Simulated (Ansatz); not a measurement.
# Ge: the cost of one run

Program: Ansatz 0.2.0. Level of theory: DFT LDA, scalar-relativistic, plane waves, PAW. These are calculated values, not measurements.

### 1 The system as given

It takes space group I4_1/amd (No. 141, tetragonal). Conventional cell: a = 3.912 Å, b = 3.912 Å, c = 5.728 Å, α = 90.00°, β = 90.00°, γ = 90.00°. Ge (site symmetry -4m2) is surrounded by 4 Ge at 2.42 Å.

Coordinates:

```
Ge
1.0
     0.00000    2.76605    2.86419
     2.76605    0.00000    2.86419
     2.76605    2.76605    0.00000
Ge
2
Direct
  0.00000 0.00000 0.00000
  0.25000 0.25000 0.25000
```

### 2 Relaxing the atoms: Ge, no spin

Input file input.yaml:

```yaml
crystal:
  lattice:
    - [0.0, 2.76605, 2.8641861538]
    - [2.76605, 0.0, 2.8641861538]
    - [2.76605, 2.76605, 0.0]
  atoms:
    - { symbol: Ge, position: [0.0, 0.0, 0.0] }
    - { symbol: Ge, position: [0.25, 0.25, 0.25] }
scf:
  occupations: { method: gaussian, width: 0.05 }
output:
  forces: true
  stress: true
  eigenvalues: true
  write_density: true
  write_potential: true
  elf: true
  volumetric_format: npy
hamiltonian:
  xc: lda
relax:
  f_tol: 0.005
  max_steps: 60
kpoints:
  mp_grid: { grid: [12, 12, 12] }
```

Started as:

```sh
$ ansatz run input.yaml --threads 8 --pin off --max-ram 10240MiB --backend cpu --events-out ev --progress --plain --runs-dir out
```

**Question.** How long does this run take on 8 threads of Arm Neoverse N1, shared host, and how much memory does it need?

About 2.3 s, with a peak of 0.44 GiB.
